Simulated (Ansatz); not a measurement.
This script makes relaxations under a series of pressures of TaN, space group P-62m with the Python package of Ansatz (0.2.0).

Script `tan.py`:
```python
# -*- coding: utf-8 -*-
"""Volume and enthalpy of TaN against pressure."""

import ansatz as az
from ase import Atoms
import numpy as np
import pandas as pd

XC = "lda"
MESH = (5, 5, 8)
SMEARING_WIDTH = 0.1

def edges_and_angles(cell):
    cell = np.asarray(cell)
    a, b, c = np.linalg.norm(cell, axis=1)
    cosines = cell[1] @ cell[2] / (b * c), cell[0] @ cell[2] / (a * c), cell[0] @ cell[1] / (a * b)
    return (a, b, c, *np.degrees(np.arccos(cosines)))

atoms = Atoms(
    ["Ta", "Ta", "Ta", "N", "N", "N"],
    scaled_positions=[
        (1 / 3, 2 / 3, 0.5),
        (2 / 3, 1 / 3, 0.5),
        (0.0, 0.0, 0.0),
        (0.39285, 0.0, 0.0),
        (0.60715, 0.60715, 0.0),
        (0.0, 0.39285, 0.0),
    ],
    cell=[
        (5.196, 0.0, 0.0),
        (-2.598, 4.499868, 0.0),
        (0.0, 0.0, 2.911),
    ],
    pbc=True,
)
xtal = az.Crystal.from_ase(atoms)

job = (
    xtal.calculation()
    .functional(XC)
    .pseudopotentials("paw")
    .kpoints(*MESH)
    .occupations(az.OccupationsMethod.FERMI_DIRAC, width=SMEARING_WIDTH)
)

# H = F + PV, with 1 GPa A^3 = 1/160.21766 eV
rows = []
for pressure in [-2, 0, 2, 5, 10]:
    outcome = job.relax(cell=True, pressure=pressure, force_tolerance=0.01, max_steps=40).run(threads=1)
    cell = outcome.lattice.cell_ang
    n_atoms = len(outcome.lattice.sites)
    volume = abs(np.linalg.det(cell)) / n_atoms
    enthalpy = outcome.report["free_energy_ev"] / n_atoms + pressure * volume / 160.21766
    rows.append((pressure, volume, enthalpy, *edges_and_angles(cell)))
    print(f"{pressure} GPa done: {volume:.4f} A^3/atom")

table = pd.DataFrame(rows, columns=["P_GPa", "V_A3_atom", "H_eV_atom", "a", "b", "c", "alpha", "beta", "gamma"])
print(table.round(4).to_string(index=False))
p, v = np.array([row[0] for row in rows], float), np.array([row[1] for row in rows])
print("mean bulk modulus between rows (GPa):", np.round(-np.diff(p) / np.diff(np.log(v)), 1))
```

Its results, one of them left out:

| P (GPa) | relaxed V (Å³/atom) |
| --- | --- |
| -2 | 11.072 |
| 0 | ? |
| 2 | 10.944 |
| 5 | 10.852 |
| 10 | 10.709 |

What volume does the cell relax to at 0 GPa?

Murnaghan's form V = V0 (1 + B' P / B0)^(-1/B') through the 4 rows shown gives V0 = 11.007 Å³, B0 = 343.8 GPa and B' = 4.20, and so 11.007 Å³ an atom at 0 GPa. The run gave 11.007 Å³, 0.00 % away.

What to keep in mind:
- The run is spin-unpolarised.
- At a fixed pressure a relaxation lowers the enthalpy F + PV, while F alone can rise.
- For a metal this k-point mesh is coarse: on a finer one energies can move by several to tens of meV an atom and pressures by half a GPa or more, differences at one mesh by less.
- Spin-orbit coupling, which matters for elements this heavy, is left out.
- The starting cell is as deposited in a crystallographic database; the results hold for this polymorph, which needn't be the stable one.
- Symmetry holds the cell in this phase, whether or not it is the stable one at each pressure.
- Hardware and time: 3.1 min on 1 thread of Arm Neoverse V2, with other jobs on the host, peak memory 0.44 GiB.
